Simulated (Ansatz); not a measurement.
# BO2: the cost of one run

Computed with Ansatz 0.2.0 (DFT PBE, scalar-relativistic, plane waves, PAW, unless a step's input says otherwise).

### Step 1. Starting point

Symmetry: Fd-3m, No. 227, cubic system. Conventional cell: a = 5.583 Å, b = 5.583 Å, c = 5.583 Å, α = 90.00°, β = 90.00°, γ = 90.00°. Around B (site symmetry -43m) lie 12 O at 2.31 Å and 4 B at 2.42 Å. O (site symmetry -3m) has 6 O at 1.97 Å as nearest neighbours.

Structure file:

```
B O
1.0
     0.00000    2.79164    2.79164
     2.79164    0.00000    2.79164
     2.79164    2.79164    0.00000
B O
2 4
Direct
  0.00000 0.00000 0.00000
  0.25000 0.25000 0.25000
  0.62500 0.62500 0.62500
  0.12500 0.62500 0.62500
  0.62500 0.62500 0.12500
  0.62500 0.12500 0.62500
```

(A quick probe on a coarse mesh, which set the mesh and smearing, is not shown.)

### Step 3. Rough relaxation on the coarse mesh

The input, input.yaml:

```yaml
crystal:
  lattice:
    - [0.0, 2.7916374903, 2.7916374903]
    - [2.7916374903, 0.0, 2.7916374903]
    - [2.7916374903, 2.7916374903, 0.0]
  atoms:
    - { symbol: B, position: [0.0, 0.0, 0.0] }
    - { symbol: B, position: [0.25, 0.25, 0.25] }
    - { symbol: O, position: [0.625, 0.625, 0.625] }
    - { symbol: O, position: [0.125, 0.625, 0.625] }
    - { symbol: O, position: [0.625, 0.625, 0.125] }
    - { symbol: O, position: [0.625, 0.125, 0.625] }
basis:
  ecutwfc: 420
kpoints:
  mp_grid: { grid: [6, 6, 6] }
hamiltonian:
  xc: pbe
scf:
  occupations: { method: gaussian, width: 0.1 }
  lower_state_search: "off"
output:
  forces: true
  stress: true
  eigenvalues: true
relax:
  adjacent_minimum: "off"
  f_tol: 0.04
  max_steps: 70
  cell: { stress_tol: 0.4 }
```

Q: Estimate wall time and peak memory on 1 thread of an x86-64 CPU, shared host.

About 5.8 s, with a peak of 0.37 GiB.
